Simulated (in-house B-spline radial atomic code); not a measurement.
**W²⁴⁺: Hartree-Fock with and without relativity**

Wanted: relativistic shifts in W²⁴⁺, shell by shell.

Method: Hartree-Fock averaged over the configuration, non-relativistic (point nucleus) and Dirac-Coulomb (finite nucleus); spherical all-electron atom at the radial basis limit. Code: in-house B-spline radial atomic code version 1.

### Step 1. The atom as given

| Quantity | Value |
| --- | --- |
| element | tungsten (Z = 74) |
| charge | +24 |
| electrons | 50 |
| configuration | [Kr] 4d10 4f4 |
| nucleus | point (non-relativistic run); Fermi, rms radius 5.366 fm (Dirac runs) |

Outer shells as boxes (Hund's rule):

[Kr] 4d10 4f4
```
[Kr] core
4d [↑↓][↑↓][↑↓][↑↓][↑↓]
4f [↑ ][↑ ][↑ ][↑ ][  ][  ][  ]
```

The boxes draw the filling by Hund's rule, which heavy ions in jj coupling don't follow; these runs average over all states of the configuration.

### Step 2. Non-relativistic run

The run's settings:

```ini
Z = 74
electrons = 50.0
configuration = [Kr] 4d10 4f4
hamiltonian = nr
method = hf
spin_polarised = False
```

### Step 3. Dirac-Coulomb run

The run's settings:

```ini
Z = 74
electrons = 50.0
configuration = [Kr] 4d10 4f4
hamiltonian = dirac
method = hf
spin_polarised = False
nucleus = fermi
rms_radius = 5.3658
mass_number = 184
atomic_mass = 183.95093318
speed_of_light = 137.035999084
```

### Step 4. Dirac-Coulomb run in the lowest jj configuration, 1s2 2s2 2p6 3s2 3p6 3d10 4s2 4p6 4d10 4f-4

In configurations, a minus sign after the shell means j = l − 1/2 and a plus sign j = l + 1/2; the count of electrons follows.

Changes to the settings of step 3:

```diff
@@ -2,3 +2,3 @@
 electrons = 50.0
-configuration = [Kr] 4d10 4f4
+configuration = 1s2 2s2 2p6 3s2 3p6 3d10 4s2 4p6 4d10 4f-4
 hamiltonian = dirac
```

Q: How much does each shell's level and mean radius change with the Dirac Hamiltonian, and the total energy?

**Answer**, as computed:

Levels and radii; the Dirac values are averaged over j with the occupations as weights.

| shell | ε non-rel. (eV) | ε Dirac (eV) | <r> non-rel. (bohr) | <r> Dirac (bohr) | change of <r> (%) |
| --- | --- | --- | --- | --- | --- |
| 1s | -65033.2 | -70706.3 | 0.02047 | 0.01835 | -10.38 |
| 2s | -11449.7 | -12954.4 | 0.08645 | 0.07692 | -11.03 |
| 2p | -10988.7 | -11490.5 | 0.07323 | 0.06903 | -5.73 |
| 3s | -3244.18 | -3618.36 | 0.2185 | 0.1997 | -8.57 |
| 3p | -3030.33 | -3170.89 | 0.2088 | 0.1996 | -4.41 |
| 3d | -2637.38 | -2621.06 | 0.1832 | 0.1817 | -0.84 |
| 4s | -1211.97 | -1316.97 | 0.4651 | 0.4329 | -6.92 |
| 4p | -1118.30 | -1158.39 | 0.4674 | 0.4515 | -3.39 |
| 4d | -947.30 | -945.74 | 0.4681 | 0.4663 | -0.39 |
| 4f | -740.61 | -730.61 | 0.4543 | 0.4594 | +1.13 |

**Reading.** The total energy moves by -868.79 hartree, or -5.8 %, between the two Hamiltonians (nuclear size included). The first-order mass-velocity and Darwin terms of the non-relativistic run add up to -736.22 hartree, 85 % of it. The strongest contraction, averaged over j, is that of 2s (-11.03 %), while 4f expands by 1.13 %, being screened better by the contracted inner s and p shells. Spin-orbit coupling splits the 4f level by 3.444 eV and the 2p level by 1354.70 eV. The lowest jj configuration lies 11.159 eV below the average over the whole configuration. Breit terms add 16.8 hartree and QED terms 11.5 hartree.
